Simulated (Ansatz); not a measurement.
# GaH8NSi: the cost of one run

Program: Ansatz 0.2.0, Gaussian basis. Level of theory: PBE0-D4, def2-SVP first, then def2-TZVP. These are calculated values, not measurements.

152 further runs of the same task are left out: 152 set aside as unsound or not needed.

## Step 1: Where the work starts

The guess: 11 atoms, charge 0, spin multiplicity 1.

Atoms are counted from 1 here; the program's logs count them from 0.

Bond lengths: Ga1–Si2 2.553 Å, Ga1–H3 1.558 Å, Ga1–H4 1.558 Å, Ga1–H5 1.810 Å, Ga1–N6 1.975 Å, Si2–H7 1.475 Å, Si2–H8 1.476 Å, Si2–H9 1.479 Å, N6–H10 1.016 Å, N6–H11 1.016 Å. Angles: Si2–Ga1–H3 110.2°, Si2–Ga1–H4 110.9°, Si2–Ga1–H5 49.7°, Si2–Ga1–N6 93.8°, H3–Ga1–H4 115.8°, H3–Ga1–H5 121.7°, H3–Ga1–N6 111.8°, H4–Ga1–H5 122.5°, H4–Ga1–N6 112.3°, H5–Ga1–N6 44.1°, Ga1–Si2–H7 119.5°, Ga1–Si2–H8 125.3°, Ga1–Si2–H9 94.7°, H7–Si2–H8 105.2°, H7–Si2–H9 104.2°, H8–Si2–H9 103.7°, Ga1–N6–H10 125.7°, Ga1–N6–H11 125.6° and more.

Geometry (Å):

```
Ga   -0.3605    0.0395   -1.1335
Si    0.4867   -1.3009    0.8670
H     0.6944    0.0191   -2.2804
H    -1.8012   -0.4036   -1.5296
H     0.0663    0.5781    0.5410
N    -0.3480    1.7556   -0.1553
H     1.9153   -1.2417    1.2295
H    -0.2300   -1.4675    2.1463
H     0.3334   -2.6144    0.2052
H    -1.1499    2.1859    0.2975
H     0.3935    2.4499   -0.1877
```

Distances that are to change: Ga1–N6 1.98 Å, Si2–H5 1.95 Å, Ga1–Si2 2.55 Å, H5–N6 1.43 Å.

## Step 2: Constrained relaxation of the guess

Contents of hold/in.yaml:

```yaml
crystal:
  periodic: [false, false, false]
  atoms:
    - {symbol: Ga, position_ang: [-0.360500, 0.039500, -1.133500]}
    - {symbol: Si, position_ang: [0.486700, -1.300900, 0.867000]}
    - {symbol: H, position_ang: [0.694400, 0.019100, -2.280400]}
    - {symbol: H, position_ang: [-1.801200, -0.403600, -1.529600]}
    - {symbol: H, position_ang: [0.066300, 0.578100, 0.541000]}
    - {symbol: N, position_ang: [-0.348000, 1.755600, -0.155300]}
    - {symbol: H, position_ang: [1.915300, -1.241700, 1.229500]}
    - {symbol: H, position_ang: [-0.230000, -1.467500, 2.146300]}
    - {symbol: H, position_ang: [0.333400, -2.614400, 0.205200]}
    - {symbol: H, position_ang: [-1.149900, 2.185900, 0.297500]}
    - {symbol: H, position_ang: [0.393500, 2.449900, -0.187700]}
basis:
  gaussian: {orbitals: def2-SVP}
hamiltonian: {xc: pbe0, dispersion: d4}
relax: {f_tol: 0.04, max_steps: 150, escape_saddle: false, constraints: [{distance: [0, 5]}, {distance: [1, 4]}, {distance: [0, 1]}, {distance: [4, 5]}]}
```

Command:

```console
> ansatz run in.yaml --threads 4 --pin off --events-out ev --progress --plain --max-ram 9574MiB
```

**Question.** How long does this run take on 4 threads of Arm Neoverse V2, shared host?

About 8 s.
